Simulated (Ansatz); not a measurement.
# CCSDTQ/STO-3G run of BHCl2 (SMILES [H]B(Cl)Cl)

Aim: the electronic atomisation energy of BHCl2 at CCSDTQ/STO-3G, from 4 runs. 

The results are computed with Ansatz 0.2.0.

54 further runs of the same task are left out: 4 that didn't finish, 50 set aside as unsound or not needed.

## 1. The structure to begin with

BHCl2 has 4 atoms, charge 0, and is taken as a singlet. SMILES: `[H]B(Cl)Cl`. The coordinates come from a GFN2-xTB relaxation.

Bond lengths: B1–Cl2 1.701 Å, B1–Cl3 1.702 Å, B1–H4 1.173 Å. Angles: Cl2–B1–Cl3 120.2°, Cl2–B1–H4 119.9°, Cl3–B1–H4 119.9°.

## 2. A single-point energy at CCSDTQ/STO-3G

Input file molecule.yaml:

```yaml
crystal:
  periodic: [false, false, false]
  atoms:
    - {symbol: B, position_ang: [-0.067270, -0.112350, 0.001160]}
    - {symbol: Cl, position_ang: [1.633390, -0.145760, 0.012580]}
    - {symbol: Cl, position_ang: [-0.893540, 1.375320, -0.017490]}
    - {symbol: H, position_ang: [-0.672580, -1.117210, 0.003750]}
basis:
  gaussian:
    orbitals: STO-3G
magnetization:
  spin_polarized: false
correlation:
  method: ccsdtq
  frozen_orbitals: {B: 1, Cl: 5, H: 0}
accuracy: high
scf:
  omitted_lower_state_checks: [cluster_reference, increment]
```

Started as:

```
ansatz run molecule.yaml --threads 1 --pin off --max-ram 2610MiB --events-out events.jsonl --progress --plain --runs-dir runs
```

Output:

```text
Warning: RAYON_NUM_THREADS=1 ignored (pool sized by the plan → 1); use --threads N
[... 11 lines left out ...]
11 core orbitals not correlated: weight in the atoms' cores, before any rotation towards them, 1.000 or more for the frozen orbitals, at most 0.000 for the correlated occupied ones
[... 22 lines left out ...]
Total energy: -25422.12916832 eV, -934.2460151978 hartree
Checks for a lower state left out: cluster_reference, increment
```

Run time: 9.6 s. Hardware: 1 thread of Arm Neoverse N1, shared host; peak memory 0.15 GiB.

## 3. The B atom, same level

Input file run.yaml:

```yaml
crystal:
  periodic: [false, false, false]
  atoms:
    - {symbol: B, position_ang: [0.000000, 0.000000, 0.000000]}
basis:
  gaussian:
    orbitals: STO-3G
magnetization:
  spin_polarized: true
  initial_magnetization: 1
correlation:
  method: ccsdtq
  frozen_orbitals: {B: 1}
accuracy: high
scf:
  omitted_lower_state_checks: [cluster_reference, increment]
```

Started as:

```
ansatz run run.yaml --threads 1 --pin off --max-ram 2610MiB --events-out events.jsonl --progress --plain --runs-dir runs
```

Output:

```text
Warning: RAYON_NUM_THREADS=1 ignored (pool sized by the plan → 1); use --threads N
Functional definition: HF
  name "HF"
  exchange = exact_x
  correlation = 0
these checks for a lower state are left out or cut short: cluster_reference, increment
15 factors; integrals over basis functions are off by at most 8.9e-10 eV
mean field evaluation 1: about -657.1275 eV, gradient 2.3e-14 eV
mean field evaluation 2: about -657.1275 eV, gradient 0.0e0 eV
mean field evaluation 4: about -656.8531 eV, gradient 1.9e0 eV
mean field evaluation 8: about -656.8531 eV, gradient 1.9e0 eV
mean field -657.12745801 eV, -24.1489886649 hartree, gradient 0.0e0 eV, S^2 0.750000; 4 other end points of the search recorded, 0 dependent functions left out
1 core orbitals not correlated: weight in the atoms' cores, before any rotation towards them, 1.000 or more for the frozen orbitals, at most 0.000 for the correlated occupied ones
reference -657.12745801 eV, -24.1489886649 hartree; 2, 1 occupied and 2, 3 virtual orbitals, 15 factors
second order -0.50768279 eV of doubles, 0.00000000 eV of singles
cycle   1  -0.78653408 eV  change   -2.8e-1 eV  update   6.4e-2
cycle   2  -1.09844875 eV  change   -3.1e-1 eV  update   3.4e-2
cycle   3  -1.08805996 eV  change    1.0e-2 eV  update   1.2e-3
cycle   4  -1.08840872 eV  change   -3.5e-4 eV  update   3.9e-5
cycle   5  -1.08840089 eV  change    7.8e-6 eV  update   8.8e-7
cycle   6  -1.08840101 eV  change   -1.2e-7 eV  update   1.3e-8
cycle   7  -1.08840105 eV  change   -3.9e-8 eV  update   9.1e-9
cycle   8  -1.08840109 eV  change   -4.1e-8 eV  update   4.6e-9
cycle   9  -1.08840109 eV  change   4.5e-10 eV  update  5.1e-11
cycle  10  -1.08840109 eV  change  -4.4e-12 eV  update  4.9e-13
Total energy: -658.21585910 eV, -24.1889866671 hartree
Checks for a lower state left out: cluster_reference, increment
```

Run time: 2.5 s. Hardware: 1 thread of Arm Neoverse N1, shared host.

## 4. The Cl atom at the same level

Input file molecule.yaml:

```yaml
crystal:
  periodic: [false, false, false]
  atoms:
    - symbol: Cl
      position_ang: [0.000000, 0.000000, 0.000000]
basis:
  gaussian:
    orbitals: STO-3G
accuracy: high
scf:
  omitted_lower_state_checks: [cluster_reference, increment]
correlation:
  method: ccsdtq
  frozen_orbitals: {Cl: 5}
magnetization:
  spin_polarized: true
  initial_magnetization: 1
```

Run the same way, it converges to -454.54219 Eh (log not shown).

## 5. The H atom: a single-point energy at UHF/STO-3G

Input file job.yaml:

```yaml
crystal:
  periodic: [false, false, false]
  atoms:
    - symbol: H
      position_ang: [0.000000, 0.000000, 0.000000]
basis:
  gaussian: {orbitals: STO-3G}
magnetization: {spin_polarized: true, initial_magnetization: 1}
hamiltonian: {xc: hf}
accuracy: high
```

Run the same way, it converges to -0.46658 Eh (log not shown).

## 6. Outcome

At CCSDTQ/STO-3G, 11 core orbitals frozen:

| quantity | value |
| --- | --- |
| molecule: total energy | -934.24602 Eh |
| molecule: correlation energy (11 core orbitals frozen) | -68.0 mEh |
| molecule: T1 diagnostic | 0.012 |
| B atom: total energy | -24.18899 Eh |
| B atom: correlation energy (1 core orbital frozen) | -40.0 mEh |
| B atom: ⟨S²⟩ of the reference determinant | 0.750 |
| B atom: T1 diagnostic | 0.000 |
| Cl atom: total energy | -454.54219 Eh |
| Cl atom: correlation energy (5 core orbitals frozen) | 0.0 mEh |
| Cl atom: ⟨S²⟩ of the reference determinant | 0.750 |
| Cl atom: T1 diagnostic | 0.000 |
| H atom: total energy | -0.46658 Eh |
| H atom: ⟨S²⟩ | 0.750 |
| electronic atomisation energy | 13.771 eV |

**Reading.** Taking the molecule apart into free atoms costs 13.77 eV (318 kcal/mol), before zero-point energy and without spin-orbit coupling. In a minimal basis such a difference can be off by several eV, whatever the method.
